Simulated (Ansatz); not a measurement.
**C3H12Si2: rotation by 120° about the C3–Si5 bond**

Wanted: the energy profile along the rotation by 120° about the C3–Si5 bond, from relaxed end points and a band of images. SMILES of the start: C[SiH2]C(C)[SiH3].

All numbers below are computed with Ansatz 0.2.0 (RKS LDA/def2-SVP).

## 1. Starting point

Bond lengths (14 of 16 bonds, heavy atoms first): C1–Si2 1.798 Å, Si2–C3 1.860 Å, C3–C4 1.532 Å, C3–Si5 1.897 Å, C1–H6 1.157 Å, C1–H7 1.093 Å, C1–H8 1.118 Å, Si2–H9 1.452 Å, Si2–H10 1.500 Å, C3–H11 1.082 Å, C4–H12 1.055 Å, C4–H13 1.165 Å, C4–H14 1.130 Å, Si5–H15 1.481 Å. Angles (14 of 30 angles, heavy atoms first): C1–Si2–C3 110.1°, Si2–C3–C4 119.2°, Si2–C3–Si5 103.8°, C4–C3–Si5 112.7°, C1–Si2–H9 108.6°, C1–Si2–H10 110.3°, C3–Si2–H9 110.1°, C3–Si2–H10 109.3°, Si2–C1–H6 112.6°, Si2–C1–H7 113.1°, Si2–C1–H8 114.5°, Si2–C3–H11 109.7°, C4–C3–H11 105.3°, Si5–C3–H11 105.5°.

Structure file:

```xyz
17

C    -1.7242    0.2299   -1.7175
Si   -0.8568   -0.7576   -0.4902
C     0.6740    0.1310    0.0810
C     0.5363    1.5050    0.7434
Si    1.5426   -1.1349    1.1951
H    -2.0977    1.2395   -1.2933
H    -2.6362   -0.2479   -2.0847
H    -1.1051    0.5179   -2.6022
H    -0.5015   -2.0322   -1.0869
H    -1.7467   -1.0218    0.6878
H     1.3413    0.2842   -0.7573
H     1.4246    1.9569    1.0891
H    -0.2388    1.4494    1.6107
H    -0.0359    2.2003    0.0600
H     1.8539   -2.3987    0.4885
H     2.8323   -0.5256    1.7113
H     0.7188   -1.3958    2.4053
```

## 2. End point A

The input, input.yaml:

```yaml
crystal:
  periodic: [false, false, false]
  atoms:
    - { symbol: C, position_ang: [-1.7242, 0.2299, -1.7175] }
    - { symbol: Si, position_ang: [-0.8568, -0.7576, -0.4902] }
    - { symbol: C, position_ang: [0.674, 0.131, 0.081] }
    - { symbol: C, position_ang: [0.5363, 1.505, 0.7434] }
    - { symbol: Si, position_ang: [1.5426, -1.1349, 1.1951] }
    - { symbol: H, position_ang: [-2.0977, 1.2395, -1.2933] }
    - { symbol: H, position_ang: [-2.6362, -0.2479, -2.0847] }
    - { symbol: H, position_ang: [-1.1051, 0.5179, -2.6022] }
    - { symbol: H, position_ang: [-0.5015, -2.0322, -1.0869] }
    - { symbol: H, position_ang: [-1.7467, -1.0218, 0.6878] }
    - { symbol: H, position_ang: [1.3413, 0.2842, -0.7573] }
    - { symbol: H, position_ang: [1.4246, 1.9569, 1.0891] }
    - { symbol: H, position_ang: [-0.2388, 1.4494, 1.6107] }
    - { symbol: H, position_ang: [-0.0359, 2.2003, 0.06] }
    - { symbol: H, position_ang: [1.8539, -2.3987, 0.4885] }
    - { symbol: H, position_ang: [2.8323, -0.5256, 1.7113] }
    - { symbol: H, position_ang: [0.7188, -1.3958, 2.4053] }
basis:
  gaussian: { orbitals: def2-SVP }
hamiltonian:
  xc: lda
relax:
  f_tol: 0.015
  max_steps: 40
```

Command:

```console
$ ansatz run input.yaml --threads 2 --pin off --max-ram 3072MiB --backend cpu --events-out ev --progress --plain --runs-dir out
```

What it wrote (excerpt; [...] marks lines left out):

```text
Warning: RAYON_NUM_THREADS=2 ignored (pool sized by the plan → 2); use --threads N
[...]
Functional definition: SPW92
[...]
1562 factors; their error is unknown
[...]
mean field -18958.87265029 eV, -696.7257191127 hartree, gradient 3.6e-5 eV, S^2 0.000000; 0 other end points of the search recorded, 0 dependent functions left out
[...]
reference -18958.87268996 eV, -696.7257205707 hartree; 29, 29 occupied and 109, 109 virtual orbitals, 1562 factors
relax step   1: F+E_penalty+E_count = -18958.87265029 eV  Δ(F+E_penalty+E_count) = +0.000e0 eV  max|allowed force component| = 4.214e0 eV/Å  Δτ_max = 0.0000 Å  (28 SCF iters, accepted)
[...]
relax step   6: F+E_penalty+E_count = -18959.29454036 eV  Δ(F+E_penalty+E_count) = -3.727e-4 eV  max|allowed force component| = 2.144e-2 eV/Å  Δτ_max = 0.0172 Å  (30 SCF iters, accepted)
[...]
relax step   7: F+E_penalty+E_count = -18959.29458429 eV  Δ(F+E_penalty+E_count) = -4.392e-5 eV  max|allowed force component| = 8.808e-3 eV/Å  Δτ_max = 0.0129 Å  (29 SCF iters, accepted)
1562 factors; their error is unknown
[...]
mean field -18959.29458429 eV, -696.7412249012 hartree, gradient 1.5e-5 eV, S^2 0.000000; 1 other end points of the search recorded, 0 dependent functions left out
[...]
reference -18959.29462432 eV, -696.7412263723 hartree; 29, 29 occupied and 109, 109 virtual orbitals, 1562 factors
Total energy: -18959.29462432 eV, -696.7412263723 hartree
Atom 0 at    -1.772163     0.347468    -1.744617 Å, force     0.003278     0.001307    -0.001153 eV/Å
Atom 1 at    -0.871558    -0.752014    -0.526889 Å, force    -0.002782    -0.005887    -0.006668 eV/Å
Atom 2 at     0.711924     0.061981     0.084850 Å, force     0.002936     0.007634     0.004886 eV/Å
Atom 3 at     0.431270     1.416396     0.723878 Å, force     0.002546     0.001619     0.000773 eV/Å
Atom 4 at     1.620998    -1.077112     1.267915 Å, force    -0.002640    -0.000589     0.003517 eV/Å
Atom 5 at    -2.014578     1.329967    -1.285823 Å, force    -0.002022     0.001977     0.000185 eV/Å
Atom 6 at    -2.724879    -0.118280    -2.074198 Å, force     0.004389    -0.003723     0.005936 eV/Å
Atom 7 at    -1.148911     0.529647    -2.645960 Å, force     0.000986     0.003175    -0.001606 eV/Å
Atom 8 at    -0.543126    -2.080034    -1.166723 Å, force    -0.003924    -0.000059     0.000742 eV/Å
Atom 9 at    -1.755629    -1.015870     0.671178 Å, force     0.002514    -0.002567    -0.000600 eV/Å
Atom 10 at     1.376185     0.175040    -0.806462 Å, force    -0.008808     0.000366    -0.004532 eV/Å
Atom 11 at     1.360624     1.925187     1.065706 Å, force    -0.001099    -0.002128    -0.000051 eV/Å
Atom 12 at    -0.226357     1.312762     1.617281 Å, force    -0.000105    -0.002256    -0.002376 eV/Å
Atom 13 at    -0.083713     2.114666     0.025791 Å, force     0.003137     0.000171    -0.000615 eV/Å
Atom 14 at     1.959284    -2.392082     0.612857 Å, force     0.000217    -0.000496    -0.000384 eV/Å
Atom 15 at     2.900152    -0.429285     1.742981 Å, force     0.000365     0.000138     0.001142 eV/Å
Atom 16 at     0.761379    -1.348839     2.478335 Å, force     0.001014     0.001318     0.000804 eV/Å
Dipole moment:    -0.055019     0.262300    -0.188680 e Å
```

Wall time 7.1 s (2 threads of AMD EPYC 9R45 (Zen 5), shared host); peak memory 0.2 GiB.

Step by step:

```tsv
step	energy from step 1 (eV)	largest force component (eV/Å)
1	0.0000	4.2144
2	-0.3626	1.2019
3	-0.4164	0.2117
4	-0.4203	0.0720
5	-0.4215	0.0326
6	-0.4219	0.0214
7	-0.4219	0.0088
```

Step 1 is the start.

After: Bond lengths (14 of 16 bonds, heavy atoms first): C1–Si2 1.872 Å, Si2–C3 1.883 Å, C3–C4 1.524 Å, C3–Si5 1.877 Å, C1–H6 1.111 Å, C1–H7 1.110 Å, C1–H8 1.111 Å, Si2–H9 1.510 Å, Si2–H10 1.512 Å, C3–H11 1.117 Å, C4–H12 1.113 Å, C4–H13 1.114 Å, C4–H14 1.114 Å, Si5–H15 1.508 Å. Angles (14 of 30 angles, heavy atoms first): C1–Si2–C3 111.2°, Si2–C3–C4 111.5°, Si2–C3–Si5 110.5°, C4–C3–Si5 111.4°, C1–Si2–H9 110.2°, C1–Si2–H10 109.7°, C3–Si2–H9 109.6°, C3–Si2–H10 108.0°, Si2–C1–H6 110.8°, Si2–C1–H7 111.1°, Si2–C1–H8 110.7°, Si2–C3–H11 106.5°, C4–C3–H11 110.7°, Si5–C3–H11 106.0°.

## 3. End point B

The second end starts from a geometry with the move made by hand.

Edit input.yaml of step 2 so:

```diff
@@ -17,5 +17,5 @@
     - { symbol: H, position_ang: [-0.0359, 2.2003, 0.06] }
-    - { symbol: H, position_ang: [1.8539, -2.3987, 0.4885] }
-    - { symbol: H, position_ang: [2.8323, -0.5256, 1.7113] }
-    - { symbol: H, position_ang: [0.7188, -1.3958, 2.4053] }
+    - { symbol: H, position_ang: [2.83031, -0.63598, 1.73014] }
+    - { symbol: H, position_ang: [0.62408, -1.47588, 2.35316] }
+    - { symbol: H, position_ang: [1.73648, -2.41159, 0.45768] }
 basis:
```

Command:

```console
$ ansatz run input.yaml --threads 2 --pin off --max-ram 3072MiB --backend cpu --events-out ev --progress --plain --runs-dir out
```

What it wrote (excerpt; [...] marks lines left out):

```text
Warning: RAYON_NUM_THREADS=2 ignored (pool sized by the plan → 2); use --threads N
[...]
[... 1 set-up line as earlier in the session ...]
[...]
1562 factors; their error is unknown
[...]
mean field -18958.87430924 eV, -696.7257800782 hartree, gradient 3.4e-5 eV, S^2 0.000000; 0 other end points of the search recorded, 0 dependent functions left out
[...]
reference -18958.87434871 eV, -696.7257815283 hartree; 29, 29 occupied and 109, 109 virtual orbitals, 1562 factors
relax step   1: F+E_penalty+E_count = -18958.87430924 eV  Δ(F+E_penalty+E_count) = +0.000e0 eV  max|allowed force component| = 4.234e0 eV/Å  Δτ_max = 0.0000 Å  (29 SCF iters, accepted)
[...]
relax step   5: F+E_penalty+E_count = -18959.29451867 eV  Δ(F+E_penalty+E_count) = -1.394e-3 eV  max|allowed force component| = 1.950e-2 eV/Å  Δτ_max = 0.0257 Å  (29 SCF iters, accepted)
[...]
Atom 7 at    -1.150159     0.551006    -2.647898 Å, force     0.000377     0.001407    -0.000974 eV/Å
Atom 8 at    -0.569261    -2.079473    -1.186945 Å, force    -0.001327     0.001317    -0.001262 eV/Å
Atom 9 at    -1.777559    -1.019335     0.654471 Å, force    -0.000595    -0.001183     0.000150 eV/Å
Atom 10 at     1.368152     0.151011    -0.806362 Å, force    -0.001348     0.001188     0.001863 eV/Å
Atom 11 at     1.368693     1.892004     1.076094 Å, force    -0.004393    -0.001264     0.000500 eV/Å
Atom 12 at    -0.230231     1.299376     1.614901 Å, force    -0.002411     0.000860    -0.000776 eV/Å
Atom 13 at    -0.065920     2.106881     0.027810 Å, force    -0.000998    -0.000831    -0.000903 eV/Å
Atom 14 at     2.870529    -0.478313     1.756550 Å, force     0.001900    -0.000734    -0.000934 eV/Å
Atom 15 at     0.718893    -1.384105     2.467755 Å, force    -0.000766    -0.000103    -0.000154 eV/Å
Atom 16 at     1.922385    -2.424810     0.603430 Å, force    -0.000424    -0.001092     0.002474 eV/Å
Dipole moment:    -0.052232     0.263603    -0.187766 e Å
```

It took 5.6 s on 2 threads of AMD EPYC 9R45 (Zen 5), shared host; peak memory 0.2 GiB.

Relaxation path:

```tsv
step	energy from step 1 (eV)	largest force component (eV/Å)
1	0.0000	4.2336
2	-0.3603	1.1803
3	-0.4101	0.3833
4	-0.4188	0.0504
5	-0.4202	0.0195
6	-0.4203	0.0070
```

Step 1 is the start.

After: Bond lengths (14 of 16 bonds, heavy atoms first): C1–Si2 1.872 Å, Si2–C3 1.883 Å, C3–C4 1.523 Å, C3–Si5 1.877 Å, C1–H6 1.111 Å, C1–H7 1.110 Å, C1–H8 1.111 Å, Si2–H9 1.510 Å, Si2–H10 1.512 Å, C3–H11 1.117 Å, C4–H12 1.113 Å, C4–H13 1.114 Å, C4–H14 1.114 Å, Si5–H15 1.511 Å. Angles (14 of 30 angles, heavy atoms first): C1–Si2–C3 111.3°, Si2–C3–C4 111.6°, Si2–C3–Si5 110.4°, C4–C3–Si5 111.4°, C1–Si2–H9 110.2°, C1–Si2–H10 109.7°, C3–Si2–H9 109.6°, C3–Si2–H10 108.1°, Si2–C1–H6 110.9°, Si2–C1–H7 110.9°, Si2–C1–H8 110.9°, Si2–C3–H11 106.4°, C4–C3–H11 110.8°, Si5–C3–H11 106.1°.

## 4. Nudged elastic band

crystal.atoms is end A as relaxed above, and neb.final_atoms is end B, turned to lie on A. With 7 inner images the band has 9 in all.

The input, input.yaml:

```yaml
crystal:
  periodic: [false, false, false]
  atoms:
    - { symbol: C, position_ang: [-1.772163, 0.347468, -1.744617] }
    - { symbol: Si, position_ang: [-0.871558, -0.752014, -0.526889] }
    - { symbol: C, position_ang: [0.711924, 0.061981, 0.08485] }
    - { symbol: C, position_ang: [0.43127, 1.416396, 0.723878] }
    - { symbol: Si, position_ang: [1.620998, -1.077112, 1.267915] }
    - { symbol: H, position_ang: [-2.014578, 1.329967, -1.285823] }
    - { symbol: H, position_ang: [-2.724879, -0.11828, -2.074198] }
    - { symbol: H, position_ang: [-1.148911, 0.529647, -2.64596] }
    - { symbol: H, position_ang: [-0.543126, -2.080034, -1.166723] }
    - { symbol: H, position_ang: [-1.755629, -1.01587, 0.671178] }
    - { symbol: H, position_ang: [1.376185, 0.17504, -0.806462] }
    - { symbol: H, position_ang: [1.360624, 1.925187, 1.065706] }
    - { symbol: H, position_ang: [-0.226357, 1.312762, 1.617281] }
    - { symbol: H, position_ang: [-0.083713, 2.114666, 0.025791] }
    - { symbol: H, position_ang: [1.959284, -2.392082, 0.612857] }
    - { symbol: H, position_ang: [2.900152, -0.429285, 1.742981] }
    - { symbol: H, position_ang: [0.761379, -1.348839, 2.478335] }
basis:
  gaussian: { orbitals: def2-SVP }
hamiltonian:
  xc: lda
neb:
  order_check: false
  images: 7
  f_tol: 0.05
  max_iterations: 60
  initial_path: idpp
  final_atoms:
    - { symbol: C, position_ang: [-1.84511788, 0.36261247, -1.66414749] }
    - { symbol: Si, position_ang: [-0.96938057, -0.70772693, -0.4030496] }
    - { symbol: C, position_ang: [0.71957138, -0.00133715, 0.03707459] }
    - { symbol: C, position_ang: [0.61200598, 1.42727291, 0.55504493] }
    - { symbol: Si, position_ang: [1.59041209, -1.11341423, 1.27340993] }
    - { symbol: H, position_ang: [-1.97129437, 1.39906295, -1.28399352] }
    - { symbol: H, position_ang: [-2.85405362, -0.04088875, -1.89296148] }
    - { symbol: H, position_ang: [-1.26884949, 0.40786171, -2.61275815] }
    - { symbol: H, position_ang: [-0.80778299, -2.11295043, -0.93223153] }
    - { symbol: H, position_ang: [-1.7924048, -0.77845958, 0.8634142] }
    - { symbol: H, position_ang: [1.32993995, -0.0387161, -0.8981145] }
    - { symbol: H, position_ang: [1.60641453, 1.8665311, 0.79548888] }
    - { symbol: H, position_ang: [0.00533377, 1.4733579, 1.48833382] }
    - { symbol: H, position_ang: [0.12493186, 2.1081315, -0.17920299] }
    - { symbol: H, position_ang: [2.95010392, -0.55306736, 1.61827472] }
    - { symbol: H, position_ang: [0.78560693, -1.19084823, 2.54778939] }
    - { symbol: H, position_ang: [1.76546531, -2.50782378, 0.72772879] }
```

Command:

```console
$ ansatz run input.yaml --threads 2 --pin off --max-ram 3072MiB --backend cpu --events-out ev --progress --plain --runs-dir out
```

What it wrote (excerpt; [...] marks lines left out):

```text
Warning: RAYON_NUM_THREADS=2 ignored (pool sized by the plan → 2); use --threads N
[...]
[... 1 set-up line as earlier in the session ...]
[...]
1562 factors; their error is unknown
[...]
mean field -18959.29457958 eV, -696.7412247280 hartree, gradient 2.5e-5 eV, S^2 0.000000; 0 other end points of the search recorded, 0 dependent functions left out
[...]
reference -18959.29461962 eV, -696.7412261997 hartree; 29, 29 occupied and 109, 109 virtual orbitals, 1562 factors
1562 factors; their error is unknown
[...]
mean field -18959.29465884 eV, -696.7412276407 hartree, gradient 3.1e-5 eV, S^2 0.000000; 0 other end points of the search recorded, 0 dependent functions left out
[...]
reference -18959.29469887 eV, -696.7412291120 hartree; 29, 29 occupied and 109, 109 virtual orbitals, 1562 factors
NEB end point (image 0): max|allowed force component| = 8.823e-3 eV/Å (the criterion of neb.relax_end_points is 1.000e-2)
[...]
mean field -18959.24763254 eV, -696.7394994564 hartree, gradient 3.2e-5 eV, S^2 0.000000; 0 other end points of the search recorded, 0 dependent functions left out
[...]
reference -18959.24767267 eV, -696.7395009310 hartree; 29, 29 occupied and 109, 109 virtual orbitals, 1562 factors
NEB iter   1: max|band force component| = 7.748e-1 eV/Å  barrier→ = 0.1888 eV  barrier← = 0.1889 eV  Δτ_max = 0.1704 Å  (266 SCF iters)
[...]
NEB iter   2: max|band force component| = 2.238e-1 eV/Å  barrier→ = 0.0799 eV  barrier← = 0.0800 eV  CI = image 4  Δτ_max = 0.0284 Å  (199 SCF iters)
[...]
1562 factors; their error is unknown
mean field -18959.28365141 eV, -696.7408231252 hartree, gradient 1.3e-5 eV, S^2 0.000000; 0 other end points of the search recorded, 0 dependent functions left out
[...]
reference -18959.28369134 eV, -696.7408245926 hartree; 29, 29 occupied and 109, 109 virtual orbitals, 1562 factors
[...]
1562 factors; their error is unknown
mean field -18959.25790531 eV, -696.7398769736 hartree, gradient 1.3e-5 eV, S^2 0.000000; 0 other end points of the search recorded, 0 dependent functions left out
```

## 5. The log goes on: band between the two ends

The log, continued (excerpt; [...] marks lines left out):

```text
[...]
reference -18959.25794521 eV, -696.7398784398 hartree; 29, 29 occupied and 109, 109 virtual orbitals, 1562 factors
[...]
1562 factors; their error is unknown
mean field -18959.23130854 eV, -696.7388995604 hartree, gradient 1.3e-5 eV, S^2 0.000000; 0 other end points of the search recorded, 0 dependent functions left out
[...]
reference -18959.23134841 eV, -696.7389010254 hartree; 29, 29 occupied and 109, 109 virtual orbitals, 1562 factors
[...]
1562 factors; their error is unknown
[...]
mean field -18959.21962274 eV, -696.7384701152 hartree, gradient 1.3e-5 eV, S^2 0.000000; 0 other end points of the search recorded, 0 dependent functions left out
[...]
reference -18959.21966273 eV, -696.7384715845 hartree; 29, 29 occupied and 109, 109 virtual orbitals, 1562 factors
[...]
1562 factors; their error is unknown
[...]
Atom 8 at    -1.049998    -2.082304    -0.686989 Å, force     0.004841     0.000011    -0.000487 eV/Å
Atom 9 at    -1.755842    -0.549760     1.078777 Å, force     0.006403    -0.002824     0.004277 eV/Å
Atom 10 at     1.228768    -0.195310    -1.004895 Å, force     0.004811    -0.003634     0.007729 eV/Å
Atom 11 at     1.816701     1.788648     0.511661 Å, force     0.002331     0.001748    -0.004784 eV/Å
Atom 12 at     0.258838     1.588253     1.358546 Å, force    -0.004847     0.002771    -0.000232 eV/Å
Atom 13 at     0.281489     2.077592    -0.362828 Å, force     0.002427     0.003252     0.006114 eV/Å
Atom 14 at     2.779220    -1.878725     0.577675 Å, force     0.004535    -0.007440     0.003190 eV/Å
Atom 15 at     2.088915    -0.376343     2.381354 Å, force     0.002852     0.006218     0.007892 eV/Å
Atom 16 at     0.671396    -2.254261     1.741024 Å, force    -0.008770    -0.001871    -0.003200 eV/Å
Dipole moment:    -0.029275     0.231921    -0.213769 e Å
this run last wrote the band of iteration 4 to <dir>
```

Wall time 29 s (2 threads of AMD EPYC 9R45 (Zen 5), shared host); peak memory 0.2 GiB.

[end of part 1 of 2]
